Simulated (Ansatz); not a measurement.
# C8H20InN: a ladder of functionals and wavefunction methods

Aim: compute C8H20InN with functionals from several rungs and with coupled cluster. The yardstick is the atomisation energy at the CCSD(T) limit.

The runs use Ansatz 0.2.0, Gaussian basis; functionals in def2-TZVPP, the program's frozen cores in correlated methods.

The runs, in order: LDA (SPW92), PBE-D4, revPBE-D4, BLYP-D4, r2SCAN-D4, B97M-V, PBE0-D4, B3LYP-D4, r2SCANh-D4, r2SCAN0-D4, HSE06-D4, BHLYP-D4, CAM-B3LYP-D4, LC-ωPBE, ωB97X-V, ωB97M-V, B2PLYP, PBE-QIDH; CCSD(T)/def2-SVP; CCSD(T)/def2-TZVPP; MP2/def2-QZVPP; extrapolation to the limit; RPA on PBE.

## (1) Structure used throughout

All runs share one geometry, relaxed beforehand with PBE0-D4 in a triple-zeta def2 set. In takes the def2 core potential; no spin-orbit term is included.

SMILES `C[CH](C)[In]([CH](C)C)[N](C)C`, 30 atoms, charge 0, spin multiplicity 1.

Atoms are counted from 1 here; the program's logs count them from 0.

Bond lengths: C1–C2 1.524 Å, C1–H11 1.098 Å, C1–H12 1.093 Å, C1–H13 1.095 Å, C2–C3 1.522 Å, C2–In4 2.180 Å, C2–H14 1.096 Å, C3–H15 1.098 Å, C3–H16 1.094 Å, C3–H17 1.093 Å, In4–C5 2.180 Å, In4–N8 2.040 Å, C5–C6 1.522 Å, C5–C7 1.524 Å, C5–H18 1.096 Å, C6–H19 1.093 Å, C6–H20 1.098 Å, C6–H21 1.094 Å and more. Angles: C2–C1–H11 110.8°, C2–C1–H12 112.5°, C2–C1–H13 111.7°, H11–C1–H12 107.4°, H11–C1–H13 106.6°, H12–C1–H13 107.4°, C1–C2–C3 111.4°, C1–C2–In4 110.7°, C1–C2–H14 108.4°, C3–C2–In4 112.7°, C3–C2–H14 108.7°, In4–C2–H14 104.7°, C2–C3–H15 111.0°, C2–C3–H16 111.7°, C2–C3–H17 112.5°, H15–C3–H16 106.9°, H15–C3–H17 107.3°, H16–C3–H17 107.3° and more.

## (2) LDA

This LDA is Slater exchange with PW92 correlation.

in.yaml reads:

```yaml
crystal:
  periodic: [false, false, false]
  atoms:
    - {symbol: C, position_ang: [-1.863524, -2.410127, -0.268699]}
    - {symbol: C, position_ang: [-1.261589, -1.542068, 0.829525]}
    - {symbol: C, position_ang: [-2.342213, -0.950814, 1.723514]}
    - {symbol: In, position_ang: [0.050187, -0.023442, -0.021889]}
    - {symbol: C, position_ang: [-0.087578, 2.136430, -0.282448]}
    - {symbol: C, position_ang: [-1.511999, 2.655943, -0.150130]}
    - {symbol: C, position_ang: [0.856319, 2.854732, 0.674159]}
    - {symbol: N, position_ang: [1.798884, -0.796179, -0.733879]}
    - {symbol: C, position_ang: [2.163211, -2.181128, -0.632133]}
    - {symbol: C, position_ang: [2.809885, -0.016976, -1.390987]}
    - {symbol: H, position_ang: [-2.479375, -3.211985, 0.160360]}
    - {symbol: H, position_ang: [-1.101321, -2.882810, -0.893897]}
    - {symbol: H, position_ang: [-2.517413, -1.832183, -0.930087]}
    - {symbol: H, position_ang: [-0.602631, -2.167953, 1.442064]}
    - {symbol: H, position_ang: [-2.968608, -1.741489, 2.158031]}
    - {symbol: H, position_ang: [-3.010352, -0.287082, 1.165979]}
    - {symbol: H, position_ang: [-1.927794, -0.372204, 2.553596]}
    - {symbol: H, position_ang: [0.257665, 2.315372, -1.307089]}
    - {symbol: H, position_ang: [-2.193441, 2.194972, -0.870311]}
    - {symbol: H, position_ang: [-1.550954, 3.741408, -0.313082]}
    - {symbol: H, position_ang: [-1.919670, 2.470151, 0.848386]}
    - {symbol: H, position_ang: [1.893995, 2.529667, 0.561001]}
    - {symbol: H, position_ang: [0.574676, 2.693146, 1.719874]}
    - {symbol: H, position_ang: [0.832192, 3.939815, 0.505940]}
    - {symbol: H, position_ang: [1.386193, -2.756692, -0.122122]}
    - {symbol: H, position_ang: [3.100406, -2.323034, -0.068143]}
    - {symbol: H, position_ang: [2.320169, -2.642788, -1.621553]}
    - {symbol: H, position_ang: [2.510112, 1.031335, -1.470551]}
    - {symbol: H, position_ang: [3.772173, -0.045117, -0.852428]}
    - {symbol: H, position_ang: [3.012385, -0.378898, -2.413002]}
basis:
  gaussian: {orbitals: def2-TZVPP}
hamiltonian: {xc: lda}
output: {orbitals: {seedname: orbitals}}
```

Further steps of the session: PBE-D4 (GGA); revPBE-D4 (GGA); BLYP-D4 (GGA); r2SCAN-D4 (meta-GGA); B97M-V (meta-GGA); PBE0-D4 (hybrid); B3LYP-D4 (hybrid); r2SCANh-D4 (hybrid); r2SCAN0-D4 (hybrid); HSE06-D4 (hybrid); BHLYP-D4 (hybrid); CAM-B3LYP-D4 (range-separated); LC-ωPBE (range-separated); ωB97X-V (range-separated); ωB97M-V (range-separated); B2PLYP (double hybrid); PBE-QIDH (double hybrid); CCSD(T) in def2-SVP; CCSD(T) in def2-TZVPP; MP2 in def2-QZVPP; RPA on PBE orbitals.

**Question.** What will the summary of the whole plan be? Wanted: atomisation energy, CCSD(T)/CBS; farthest beyond LDA; mean size of error, GGA; mean size of error, meta-GGA; mean size of error, hybrid; mean size of error, range-separated; mean size of error, double hybrid; gap, smallest and largest; T1 diagnostic.

**Answer**, as computed:

```
                               quantity                                                                                                                              value
        atomisation energy, CCSD(T)/CBS                                                                                                                     11335.9 kJ/mol
functionals within 113.4 kJ/mol (1.0 %)  revPBE-D4, BLYP-D4, r2SCAN-D4, B97M-V, PBE0-D4, B3LYP-D4, r2SCANh-D4, HSE06-D4, CAM-B3LYP-D4, LC-ωPBE, ωB97X-V, ωB97M-V, PBE-QIDH
                    farthest beyond LDA                                                                                                           BHLYP-D4 (-269.3 kJ/mol)
                mean size of error, GGA                                                                                                                       106.7 kJ/mol
           mean size of error, meta-GGA                                                                                                                        12.3 kJ/mol
             mean size of error, hybrid                                                                                                                        90.8 kJ/mol
    mean size of error, range-separated                                                                                                                        20.2 kJ/mol
      mean size of error, double hybrid                                                                                                                        92.3 kJ/mol
              gap, smallest and largest                                                                                           2.99 eV (LDA (SPW92)), 9.40 eV (LC-ωPBE)
                          T1 diagnostic                                                                                                                             0.0132
triples share of the correlation energy                                                                                                                              3.9 %
```

In words: The LDA atomisation energy is off by 1518.0 kJ/mol (13 %): it overbinds. PBE-D4 is off by +181.9 kJ/mol. Double hybrids carry the basis error of their MP2 part in triple zeta, and no dispersion term here, so their miss is partly the set-up's. The rungs meta-GGA, range-separated, hybrid, double hybrid, GGA miss on average by less than the doubt on the reference (113.4 kJ/mol), so they tie. Misses under about 113.4 kJ/mol are within the doubt on the reference itself, which lacks core-valence correlation, spin-orbit coupling and higher excitations, and its outer-core shells are covered unevenly. All levels share the lack of spin-orbit coupling, which lowers the free heavy atoms and so the true binding. Hartree-Fock recovers 74 % of the binding; the rest is correlation. CCSD(T) in def2-SVP is off by -479.5 kJ/mol, so the small basis spoils what the method gains. The gap grows from 3.0 to 9.4 eV across the functionals, mostly with the share of exact exchange. Correlated methods include outer-core shells of In, which these sets cover unevenly.
